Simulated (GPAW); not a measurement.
# GaGe (F-43m) in GPAW: a series of runs

One crystal, GaGe, is run at these levels: PBEsol; tasks: band structure.

All numbers are computed with GPAW 26.7.0; they aren't measurements. Logs are shortened: lines on timing, memory, paths and dates and some standing lists are left out, and cuts for length are marked. The log counts tension as positive stress, the text compression.

### Step 1. Starting point

It takes space group F-43m (No. 216, cubic). Conventional cell: a = 5.796 Å, b = 5.796 Å, c = 5.796 Å, α = 90.00°, β = 90.00°, γ = 90.00°. Ge (site symmetry -43m) is surrounded by 4 Ga at 2.51 Å. Ga (site symmetry -43m) is surrounded by 4 Ge at 2.51 Å.

The cell comes from a database or a generator and needn't be the stable form of this composition.

### Step 2. Band structure, PBEsol

run.py

```python
from ase import Atoms
from ase.dft.bandgap import bandgap
from ase.io import write
from ase.units import GPa
from gpaw import GPAW, PW, setup_paths

setup_paths.insert(0, '.')

atoms = Atoms(['Ge', 'Ga'],
              cell=[[0.0, 2.897844, 2.897844],
                    [2.897844, 0.0, 2.897844],
                    [2.897844, 2.897844, 0.0]],
              scaled_positions=[[0.0, 0.0, 0.0],
                                [0.25, 0.25, 0.25]],
              pbc=True)

calc = GPAW(mode=PW(600),
            xc='PBEsol',
            kpts={'size': (8, 8, 8), 'gamma': True},
            occupations={'name': 'fermi-dirac', 'width': 0.05},
            nbands=11,
            convergence={'density': 1e-05, 'energy': 1e-05},
            maxiter=150,
            txt='gpaw.txt')
atoms.calc = calc
energy = atoms.get_potential_energy()
forces = atoms.get_forces()
stress = atoms.get_stress()
calc.write('gs.gpw')
write('result.traj', atoms)
print(f'Energy: {energy:.6f} eV')
print('Forces (eV/A):')
print(forces.round(4))
print('Stress (GPa):', (stress / GPa).round(3))
print('Fermi level:', round(calc.get_fermi_level(), 4), 'eV')
print(f'Gap: {bandgap(calc)[0]:.4f} eV, direct: {bandgap(calc, direct=True)[0]:.4f} eV')

path = atoms.cell.bandpath('GXWKGLUWLK,UX', npoints=80, eps=1e-4)
bs_calc = calc.fixed_density(kpts=path, symmetry='off', nbands=21,
                             convergence={'bands': 'CBM+6.0', 'eigenstates': 1e-6}, txt='bands.txt')
bs = bs_calc.band_structure()
bs.write('bs.json')
print(f'Gap on the path: {bandgap(bs_calc)[0]:.4f} eV')
```

Potentials or basis: PAW data sets generated in the run's folder for this functional, pw.

Command:

```bash
> gpaw-setup -f PBEsol Ga Ge
> OMP_NUM_THREADS=1 python run.py
```

gpaw.txt:

```text
__  _  _
 | _ |_)|_||  |
 |__||  | ||/\| - 26.7.0

Input parameters:
  mode=PW(ecut=600.0),
  convergence={'density': 1e-05, 'energy': 1e-05},
  kpts=MonkhorstPack(size=(8, 8, 8), gamma=True),
  maxiter=150,
  nbands=11,
  occupations=Occupations(name='fermi-dirac', width=0.05),
  xc=XC(name='PBEsol')

Diagonalizing LCAO Hamiltonian
Converting LCAO to pw mode

           Ga

       Ge

Atoms  # Å, Bohr magnetons
|   | symbol |        x |        y |        z |    initial magnetic moments |
|---|--------|----------|----------|----------|-----------------------------|
| 0 |     Ge | 0.000000 | 0.000000 | 0.000000 | ( 0.0000,  0.0000,  0.0000) |
| 1 |     Ga | 1.448922 | 1.448922 | 1.448922 | ( 0.0000,  0.0000,  0.0000) |

Unit cell  # Å
| periodic |        x |        y |        z |  lengths |    angles |
|----------|----------|----------|----------|----------|-----------|
|      yes | 0.000000 | 2.897844 | 2.897844 | 4.098170 | 60.000000 |
|      yes | 2.897844 | 0.000000 | 2.897844 | 4.098170 | 60.000000 |
|      yes | 2.897844 | 2.897844 | 0.000000 | 4.098170 | 60.000000 |

Number of symmetries: 24
Symmetry operations  # r_c * U_cc + t_c -> r_c
|    | kind |            matrix            |
|----|------|------------------------------|
|  0 |  E   |  1, 0, 0,  0, 1, 0,  0, 0, 1 |
|  1 |  σ   |  1, 0, 0,  0, 0, 1,  0, 1, 0 |
|  2 |  σ   |  1, 0,-1,  0, 1,-1,  0, 0,-1 |
|  3 |  C3  |  1, 0,-1,  0, 0,-1,  0, 1,-1 |
|  4 |  C3  |  1,-1, 0,  0,-1, 1,  0,-1, 0 |
|  5 |  σ   |  1,-1, 0,  0,-1, 0,  0,-1, 1 |
|  6 |  σ   |  0, 1, 0,  1, 0, 0,  0, 0, 1 |
|  7 |  C3  |  0, 1, 0,  0, 0, 1,  1, 0, 0 |
|  8 |  C2  |  0, 1,-1,  1, 0,-1,  0, 0,-1 |
|  9 |  S4  |  0, 1,-1,  0, 0,-1,  1, 0,-1 |
| 10 |  C3  |  0, 0, 1,  1, 0, 0,  0, 1, 0 |
| 11 |  σ   |  0, 0, 1,  0, 1, 0,  1, 0, 0 |
| 12 |  S4  |  0, 0,-1,  1, 0,-1,  0, 1,-1 |
| 13 |  C3  |  0, 0,-1,  0, 1,-1,  1, 0,-1 |
| 14 |  S4  |  0,-1, 1,  1,-1, 0,  0,-1, 0 |
| 15 |  C2  |  0,-1, 1,  0,-1, 0,  1,-1, 0 |
| 16 |  C3  |  0,-1, 0,  1,-1, 0,  0,-1, 1 |
| 17 |  S4  |  0,-1, 0,  0,-1, 1,  1,-1, 0 |
| 18 |  S4  | -1, 1, 0, -1, 0, 1, -1, 0, 0 |
| 19 |  C3  | -1, 1, 0, -1, 0, 0, -1, 0, 1 |
| 20 |  C3  | -1, 0, 1, -1, 1, 0, -1, 0, 0 |
| 21 |  S4  | -1, 0, 1, -1, 0, 0, -1, 1, 0 |
| 22 |  σ   | -1, 0, 0, -1, 1, 0, -1, 0, 1 |
| 23 |  C2  | -1, 0, 0, -1, 0, 1, -1, 1, 0 |

BZ-sampling:
  Number of BZ points: 512
  Number of IBZ points: 29

  Monkhorst-Pack size: [8, 8, 8]
  Monkhorst-Pack shift: [0.0625, 0.0625, 0.0625]

K-points  # in reciprocal-cell coordinates
|     |                                coordinates |     weight |
|-----|--------------------------------------------|------------|
|   0 | (  0.00000000,   0.00000000,   0.00000000) | 0.00195312 |
|   1 | (  0.12500000,   0.12500000,   0.00000000) | 0.01171875 |
|   2 | (  0.12500000,   0.12500000,   0.12500000) | 0.01562500 |
|   3 | (  0.25000000,   0.12500000,   0.12500000) | 0.02343750 |
|   4 | (  0.25000000,   0.25000000,   0.00000000) | 0.01171875 |
|   5 | (  0.25000000,   0.25000000,   0.12500000) | 0.04687500 |
|   6 | (  0.25000000,   0.25000000,   0.25000000) | 0.01562500 |
|   7 | (  0.37500000,   0.25000000,  -0.37500000) | 0.04687500 |
|   8 | (  0.37500000,   0.25000000,   0.12500000) | 0.04687500 |
|   9 | (  0.37500000,   0.25000000,   0.25000000) | 0.04687500 |
| ... |                                            |            |
|  28 | (  0.50000000,   0.50000000,   0.50000000) | 0.00781250 |

Plane wave coefficients: 1639
Cutoff: 600.0 eV

Spin-components: 1 (collinear spins)
Bands:           11
Projectors:      10
Spin-degeneracy: 2
Datatype:        complex128

Parallelization:
  kpt:    1
  domain: 1
  band:   1

Density:
  Valence electrons: 7.0
  Components: 1
  Grid points: [24 24 24]
  Charge: 0.0  # |e|

Potential:
  Grid points: [24 24 24]

species:
  Ge:
    name:    Germanium
    Z:       32.0
    valence: 4
    core:    28
    charge:  0.0  # [|e|]
    compensation charges:
      type: gauss
      rc: 0.32  # [Å]
      lmax: 2
    cutoffs:
      filter: 1.77  # [Å]
      core: 3.42  # [Å]
    projectors
    | kind |    occ | energy [eV] | rcut [Å] |
    |------|--------|-------------|----------|
    |   4s |  2.000 |     -11.738 |    1.005 |
    |   4p |  2.000 |      -3.898 |    1.005 |
    |    s |        |      15.473 |    1.005 |
    |    p |        |      23.314 |    1.005 |
    |    d |        |       0.000 |    1.005 |

    Using partial waves for Ge as LCAO basis

  Ga:
    name:    Gallium
    Z:       31.0
    valence: 3
    core:    28
    charge:  0.0  # [|e|]
    compensation charges:
      type: gauss
      rc: 0.37  # [Å]
      lmax: 2
    cutoffs:
      filter: 2.06  # [Å]
      core: 4.17  # [Å]
    projectors
    | kind |    occ | energy [eV] | rcut [Å] |
    |------|--------|-------------|----------|
    |   4s |  2.000 |      -8.959 |    1.164 |
    |   4p |  1.000 |      -2.572 |    1.164 |
    |    s |        |      18.252 |    1.164 |
    |    p |        |      24.640 |    1.164 |
    |    d |        |       0.000 |    1.164 |

    Using partial waves for Ga as LCAO basis

Reference energy: -109900.195332  # eV

eigensolver:
  PPCG
  Converge bands: occupied
  niter=2

density mixing:
  MSR1-Mixer
  Pratt-step length: 0.05
  Maximum mixing coefficient: 0.75
  Old densities: 10
  SVD Regularization: 0.005
  Good broyden scale: 1.0
  Trust region scale: 1.0
  Backstep threshold: 4.0
  History deletion threshold: 6.0
  Fourier metric: weight=20.0, sigma=0.015

occupation numbers:
  Fermi-Dirac:
    width: 0.0500  # eV

poisson solver:
  ecut: 4800.0  # eV

xc functional:
  name: PBEsol with 2 nearest neighbor stencil

convergence criteria:
- Maximum integral of absolute [dens]ity change: 1e-05 electrons / valence electron
- Maximum [total energy] change in last 3 cyles: 1e-05 eV / valence electron
- Maximum integral of absolute [eigenst]ate change: 4e-08 eV^2 / valence electron
maximum number of iterations: 150

SCF iterations
|iter     | |      energy | eigst |  dens |
|---------|-|-------------|-------|-------|
|iter:   1| |   -7.856651 | -0.61 |       |
|iter:   2| |   -7.856906 | -2.97 | -1.02 |
|iter:   3| |   -7.852295 | -3.15 | -1.04 |
|iter:   4| |   -7.852482 | -4.01 | -1.60 |
|iter:   5| |   -7.852527 | -5.59 | -2.59 |
|iter:   6| |   -7.852538c| -6.56 | -2.98 |
|iter:   7| |   -7.852538c| -8.05c| -4.08 |
|iter:   8| |   -7.852538c| -8.38c| -4.81 |
|iter:   9| |   -7.852538c| -9.23c| -5.53c|

Converged in 9 steps
Energy contributions relative to reference atoms: (reference = -109900.195332)

Energy contributions:
  Kinetic:          18.733253
  Coulomb:         -16.558530
  Zero:              0.012901
  External:          0.000000
  Xc:              -10.035909
  Entropy:          -0.008505
  Spinorbit:         0.000000
  ----------------------------
  Free energy:      -7.856790
  Extrapolated:     -7.852538

dipole moment: (-21.927331, -21.927331, -21.927331)  # |e|*Ang

Fermi level: 3.634
Eigenvalues  # (at kpt = [0.000, 0.000, 0.000])
| band index |      eig [eV] | occ [0-2] |
|------------|---------------|-----------|
|          0 |        -6.890 |     2.000 |
|          1 |         5.332 |     0.000 |
|          2 |         5.332 |     0.000 |
|          3 |         5.332 |     0.000 |
|          4 |         5.733 |     0.000 |
|          5 |         8.008 |     0.000 |
|          6 |         8.008 |     0.000 |
|          7 |         8.008 |     0.000 |
|          8 |        11.222 |     0.000 |
|        ... |               |           |
|         10 |        14.237 |     0.000 |

No gap
No difference between direct/indirect transitions

Forces  # eV/Ang
|       x |        y |        z |
|---------|----------|----------|
| 0.00000 | -0.00000 | -0.00000 |  # Ge   0
| 0.00000 | -0.00000 | -0.00000 |  # Ga   1

Stress tensor  # eV/Ang^3
|         x |         y |         z |
|-----------|-----------|-----------|
|  0.011078 |  0.000000 | -0.000000 |
|  0.000000 |  0.011078 | -0.000000 |
| -0.000000 | -0.000000 |  0.011078 |

# Writing to gs.gpw (mode='')
```

Wall time 61 s (1 thread of Intel Xeon at 2.50GHz (Skylake/Cascade Lake), shared host); peak memory 0.24 GiB.

Results:

```
Free energy             : -7.8568 eV
Pressure                : -1.8 GPa
Band gap along the path : none (metal or under the smearing width)
```

Levels at the corners of the path, in eV from the Fermi level:
| point | band 2 | band 3 | band 4 | band 5 | band 6 | band 7 |
| --- | --- | --- | --- | --- | --- | --- |
| Γ | 1.70 | 1.70 | 1.70 | 2.10 | 4.37 | 4.37 |
| X | -5.80 | -1.25 | -1.25 | 2.26 | 2.38 | 11.02 |
| W | -5.63 | -2.18 | -2.06 | 5.76 | 5.79 | 6.14 |
| K | -5.57 | -2.55 | -0.82 | 2.74 | 5.57 | 8.73 |
| Γ | 1.70 | 1.70 | 1.70 | 2.10 | 4.37 | 4.37 |
| L | -5.37 | 0.39 | 0.39 | 2.05 | 5.34 | 5.34 |
| U | -5.57 | -2.55 | -0.82 | 2.74 | 5.57 | 8.73 |
| W | -5.63 | -2.18 | -2.06 | 5.76 | 5.79 | 6.14 |
| L | -5.37 | 0.39 | 0.39 | 2.05 | 5.34 | 5.34 |
| K | -5.57 | -2.55 | -0.82 | 2.74 | 5.57 | 8.73 |
| U | -5.57 | -2.55 | -0.82 | 2.74 | 5.57 | 8.73 |
| X | -5.80 | -1.25 | -1.25 | 2.26 | 2.38 | 11.02 |

### Step 3. Band structure, PBEsol, spin-orbit coupling, no magnetisation

run.py: that of step 2 with these lines changed.

```diff
@@ -1 +1,2 @@
+import numpy as np
 from ase import Atoms
@@ -5,2 +6,3 @@
 from gpaw import GPAW, PW, setup_paths
+from gpaw.spinorbit import soc_eigenstates
 
@@ -43 +45,7 @@
 print(f'Gap on the path: {bandgap(bs_calc)[0]:.4f} eV')
+
+soc = soc_eigenstates(bs_calc, theta=0, phi=0)
+np.savetxt('soc_bands.dat', soc.eigenvalues(), fmt='%.4f')
+mesh = soc_eigenstates('gs.gpw', theta=0, phi=0)
+np.savetxt('soc_mesh.dat', mesh.eigenvalues(), fmt='%.4f')
+print('Fermi level with spin-orbit coupling:', round(mesh.fermi_level, 4), 'eV')
```

Potentials or basis: PAW data sets generated in the run's folder for this functional, pw.

Command:

```bash
> gpaw-setup -f PBEsol Ga Ge
> OMP_NUM_THREADS=1 python run.py
```

gpaw.txt:

```text
__  _  _
 | _ |_)|_||  |
 |__||  | ||/\| - 26.7.0

Input parameters:
  mode=PW(ecut=600.0),
  convergence={'density': 1e-05, 'energy': 1e-05},
  kpts=MonkhorstPack(size=(8, 8, 8), gamma=True),
  maxiter=150,
  nbands=11,
  occupations=Occupations(name='fermi-dirac', width=0.05),
  xc=XC(name='PBEsol')

Diagonalizing LCAO Hamiltonian
Converting LCAO to pw mode

           Ga

       Ge

Atoms  # Å, Bohr magnetons
|   | symbol |        x |        y |        z |    initial magnetic moments |
|---|--------|----------|----------|----------|-----------------------------|
| 0 |     Ge | 0.000000 | 0.000000 | 0.000000 | ( 0.0000,  0.0000,  0.0000) |
| 1 |     Ga | 1.448922 | 1.448922 | 1.448922 | ( 0.0000,  0.0000,  0.0000) |

Unit cell  # Å
| periodic |        x |        y |        z |  lengths |    angles |
|----------|----------|----------|----------|----------|-----------|
|      yes | 0.000000 | 2.897844 | 2.897844 | 4.098170 | 60.000000 |
|      yes | 2.897844 | 0.000000 | 2.897844 | 4.098170 | 60.000000 |
|      yes | 2.897844 | 2.897844 | 0.000000 | 4.098170 | 60.000000 |

Number of symmetries: 24
Symmetry operations  # r_c * U_cc + t_c -> r_c
|    | kind |            matrix            |
|----|------|------------------------------|
|  0 |  E   |  1, 0, 0,  0, 1, 0,  0, 0, 1 |
|  1 |  σ   |  1, 0, 0,  0, 0, 1,  0, 1, 0 |
|  2 |  σ   |  1, 0,-1,  0, 1,-1,  0, 0,-1 |
|  3 |  C3  |  1, 0,-1,  0, 0,-1,  0, 1,-1 |
|  4 |  C3  |  1,-1, 0,  0,-1, 1,  0,-1, 0 |
|  5 |  σ   |  1,-1, 0,  0,-1, 0,  0,-1, 1 |
[... 141 lines left out ...]
  name: PBEsol with 2 nearest neighbor stencil

convergence criteria:
- Maximum integral of absolute [dens]ity change: 1e-05 electrons / valence electron
- Maximum [total energy] change in last 3 cyles: 1e-05 eV / valence electron
- Maximum integral of absolute [eigenst]ate change: 4e-08 eV^2 / valence electron
maximum number of iterations: 150

SCF iterations
|iter     | |      energy | eigst |  dens |
|---------|-|-------------|-------|-------|
|iter:   1| |   -7.856651 | -0.61 |       |
|iter:   2| |   -7.856906 | -2.97 | -1.02 |
|iter:   3| |   -7.852295 | -3.15 | -1.04 |
|iter:   4| |   -7.852482 | -4.01 | -1.60 |
|iter:   5| |   -7.852527 | -5.59 | -2.59 |
|iter:   6| |   -7.852538c| -6.56 | -2.98 |
|iter:   7| |   -7.852538c| -8.05c| -4.08 |
|iter:   8| |   -7.852538c| -8.38c| -4.81 |
|iter:   9| |   -7.852538c| -9.23c| -5.53c|

Converged in 9 steps
Energy contributions relative to reference atoms: (reference = -109900.195332)

Energy contributions:
  Kinetic:          18.733253
  Coulomb:         -16.558530
  Zero:              0.012901
  External:          0.000000
  Xc:              -10.035909
  Entropy:          -0.008505
  Spinorbit:         0.000000
  ----------------------------
  Free energy:      -7.856790
  Extrapolated:     -7.852538

dipole moment: (-21.927331, -21.927331, -21.927331)  # |e|*Ang

Fermi level: 3.634
Eigenvalues  # (at kpt = [0.000, 0.000, 0.000])
| band index |      eig [eV] | occ [0-2] |
|------------|---------------|-----------|
|          0 |        -6.890 |     2.000 |
|          1 |         5.332 |     0.000 |
|          2 |         5.332 |     0.000 |
|          3 |         5.332 |     0.000 |
|          4 |         5.733 |     0.000 |
|          5 |         8.008 |     0.000 |
|          6 |         8.008 |     0.000 |
|          7 |         8.008 |     0.000 |
|          8 |        11.222 |     0.000 |
|        ... |               |           |
|         10 |        14.237 |     0.000 |

No gap
No difference between direct/indirect transitions

Forces  # eV/Ang
|        x |        y |        z |
|----------|----------|----------|
|  0.00000 | -0.00000 | -0.00000 |  # Ge   0
| -0.00000 |  0.00000 |  0.00000 |  # Ga   1

Stress tensor  # eV/Ang^3
|         x |         y |         z |
|-----------|-----------|-----------|
|  0.011078 | -0.000000 |  0.000000 |
| -0.000000 |  0.011078 | -0.000000 |
|  0.000000 | -0.000000 |  0.011078 |

# Writing to gs.gpw (mode='')
```

bands.txt:

```text
Diagonalizing LCAO Hamiltonian
Converting LCAO to pw mode
convergence criteria:
- Maximum integral of absolute [eigenst]ate change: 1e-06 eV^2 / valence electron
maximum number of iterations: 150

SCF iterations
|iter     | |      energy | eigst |  dens |
|---------|-|-------------|-------|-------|
|iter:   1| |             | -0.06 |       |
[... 84 lines left out ...]
         [0.40277778, 0.40277778, 0.69444444],
         [0.38888889, 0.38888889, 0.72222222],
         [0.375     , 0.375     , 0.75      ],
         [0.625     , 0.25      , 0.625     ],
         [0.59375   , 0.1875    , 0.59375   ],
         [0.5625    , 0.125     , 0.5625    ],
         [0.53125   , 0.0625    , 0.53125   ],
         [0.5       , 0.        , 0.5       ]])),
  maxiter=150,
  nbands=21,
  occupations=Occupations(name='fermi-dirac', width=0.05),
  symmetry=Symmetry(point_group=False, time_reversal=False),
  xc=XC(name='PBEsol')
```

It took 65 s on 1 thread of Intel Xeon at 2.50GHz (Skylake/Cascade Lake), shared host; peak memory 0.27 GiB.

Results:

| Property | Result |
| --- | --- |
| Free energy | -7.8568 eV |
| Pressure | -1.8 GPa |
| Band gap along the path | none (metal or under the smearing width) |

Levels at the corners of the path, in eV from the Fermi level:
```
point  band 5  band 6  band 7  band 8  band 9  band 10  band 11  band 12
    Γ    1.79    1.79    1.79    1.79    2.10     2.10     4.25     4.25
    X   -1.28   -1.28   -1.23   -1.23    2.25     2.25     2.38     2.38
    W   -2.23   -2.14   -2.09   -2.03    5.67     5.76     5.81     5.85
    K   -2.57   -2.54   -0.82   -0.82    2.73     2.74     5.55     5.58
    Γ    1.79    1.79    1.79    1.79    2.10     2.10     4.25     4.25
    L    0.30    0.30    0.48    0.48    2.05     2.05     5.29     5.29
    U   -2.57   -2.54   -0.82   -0.82    2.73     2.74     5.55     5.58
    W   -2.23   -2.14   -2.09   -2.03    5.67     5.76     5.81     5.85
    L    0.30    0.30    0.48    0.48    2.05     2.05     5.29     5.29
    K   -2.57   -2.54   -0.82   -0.82    2.73     2.74     5.55     5.58
    U   -2.57   -2.54   -0.82   -0.82    2.73     2.74     5.55     5.58
    X   -1.28   -1.28   -1.23   -1.23    2.25     2.25     2.38     2.38
```

Caveat: spin-orbit coupling was added after a scalar SCF, so levels and gaps hold it while energy, forces, pressure and moments don't; this program's spin-orbit splittings come out too wide for heavy elements.
